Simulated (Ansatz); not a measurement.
# CH3F3OSn: up Jacob's ladder to CCSD(T)

An exercise on one series of results from a longer session: the logs are not shown, and one member is left open.

Method: functionals in def2-TZVPP, the program's frozen cores in correlated methods; program: Ansatz 0.2.0, Gaussian basis.

Plan: LDA (SPW92), PBE-D4, revPBE-D4, BLYP-D4, r2SCAN-D4, B97M-V, PBE0-D4, B3LYP-D4, r2SCANh-D4, r2SCAN0-D4, HSE06-D4, BHLYP-D4, CAM-B3LYP-D4, LC-ωPBE, ωB97X-V, ωB97M-V, B2PLYP, PBE-QIDH; CCSD(T)/def2-SVP; CCSD(T)/def2-TZVPP; MP2/def2-QZVPP; extrapolation to the limit; RPA on PBE.

## Structure used throughout

All runs share one geometry, relaxed beforehand with PBE0-D4 in a triple-zeta def2 set. Sn takes the def2 core potential; no spin-orbit term is included.

SMILES `FC(F)(F)[O][SnH3]`, 9 atoms, charge 0, spin multiplicity 1.

Atoms are counted from 1 here; the program's logs count them from 0.

Bond lengths: F1–C2 1.333 Å, C2–F3 1.361 Å, C2–F4 1.348 Å, C2–O5 1.309 Å, O5–Sn6 2.012 Å, Sn6–H7 1.696 Å, Sn6–H8 1.696 Å, Sn6–H9 1.694 Å. Angles: F1–C2–F3 107.0°, F1–C2–F4 107.0°, F1–C2–O5 111.4°, F3–C2–F4 105.5°, F3–C2–O5 112.6°, F4–C2–O5 113.0°, C2–O5–Sn6 121.9°, O5–Sn6–H7 105.4°, O5–Sn6–H8 106.2°, O5–Sn6–H9 100.0°, H7–Sn6–H8 114.4°, H7–Sn6–H9 114.2°, H8–Sn6–H9 114.7°.

Geometry (Å):

```mol
CH3F3OSn
  3D, bonds by distance, orders not assigned

  9  8  0  0  0  0  0  0  0  0999 V2000
    2.1558    0.0825   -1.4963 F   0  0
    1.0017   -0.3102   -0.9575 C   0  0
    0.0129    0.0824   -1.8062 F   0  0
    0.9899   -1.6581   -0.9891 F   0  0
    0.8493    0.1740    0.2488 O   0  0
   -0.9648    0.3616    1.0994 Sn  0  0
   -1.6224    1.7827    0.4474 H   0  0
   -1.8199   -1.0503    0.7085 H   0  0
   -0.5139    0.4892    2.7278 H   0  0
  1  2  8  0
  2  3  8  0
  2  4  8  0
  2  5  8  0
  5  6  8  0
  6  7  8  0
  6  8  8  0
  6  9  8  0
M  END
```

Set-up of the first run:

File in.yaml:

```yaml
crystal:
  periodic: [false, false, false]
  atoms:
    - {symbol: F, position_ang: [2.155813, 0.082451, -1.496331]}
    - {symbol: C, position_ang: [1.001705, -0.310176, -0.957501]}
    - {symbol: F, position_ang: [0.012931, 0.082428, -1.806221]}
    - {symbol: F, position_ang: [0.989853, -1.658148, -0.989095]}
    - {symbol: O, position_ang: [0.849307, 0.173958, 0.248847]}
    - {symbol: Sn, position_ang: [-0.964779, 0.361573, 1.099421]}
    - {symbol: H, position_ang: [-1.622399, 1.782743, 0.447393]}
    - {symbol: H, position_ang: [-1.819896, -1.050280, 0.708471]}
    - {symbol: H, position_ang: [-0.513936, 0.489153, 2.727815]}
basis:
  gaussian: {orbitals: def2-TZVPP}
hamiltonian: {xc: lda}
output: {orbitals: {seedname: orbitals}}
```

Steps of the session up to this table: LDA; PBE-D4 (GGA); revPBE-D4 (GGA); BLYP-D4 (GGA); r2SCAN-D4 (meta-GGA); B97M-V (meta-GGA); PBE0-D4 (hybrid); B3LYP-D4 (hybrid); r2SCANh-D4 (hybrid); r2SCAN0-D4 (hybrid); HSE06-D4 (hybrid); BHLYP-D4 (hybrid); CAM-B3LYP-D4 (range-separated); LC-ωPBE-D4 (range-separated; the results give it without D4); ωB97X-V (range-separated); ωB97M-V (range-separated); B2PLYP (double hybrid); PBE-QIDH (double hybrid).

One of the session's tables, all rows but one given; the rest of the session is left out.

It belongs to the step «Orbital energies across the functionals». 

| functional | HOMO (eV) | gap (eV) |
| --- | --- | --- |
| LDA (SPW92) | -7.91 | 5.80 |
| PBE-D4 | -7.72 | 5.89 |
| revPBE-D4 | -7.64 | 5.93 |
| BLYP-D4 | -7.64 | 5.87 |
| r2SCAN-D4 | -8.13 | 6.66 |
| B97M-V | -8.28 | 6.58 |
| PBE0-D4 | -9.37 | 8.31 |
| B3LYP-D4 | -9.13 | 7.82 |
| r2SCANh-D4 | -8.75 | 7.54 |
| r2SCAN0-D4 | ? | ? |
| HSE06-D4 | -8.96 | 7.55 |
| BHLYP-D4 | -10.83 | 10.47 |
| CAM-B3LYP-D4 | -10.81 | 10.61 |
| LC-ωPBE | -12.14 | 13.08 |
| ωB97X-V | -11.81 | 12.61 |
| ωB97M-V | -11.68 | 12.16 |

Estimate the missing values for r2SCAN0-D4.

Worked estimate for «HOMO (eV)». Against the share of exact exchange, r2SCAN-D4 (0, -8.13), r2SCANh-D4 (0.1, -8.75) give a slope of -6.20 per unit share; at 0.25 the line stands at -9.68.

The run gave: HOMO (eV): -9.64; gap (eV): 8.82. In «HOMO (eV)» the line misses by -0.04.
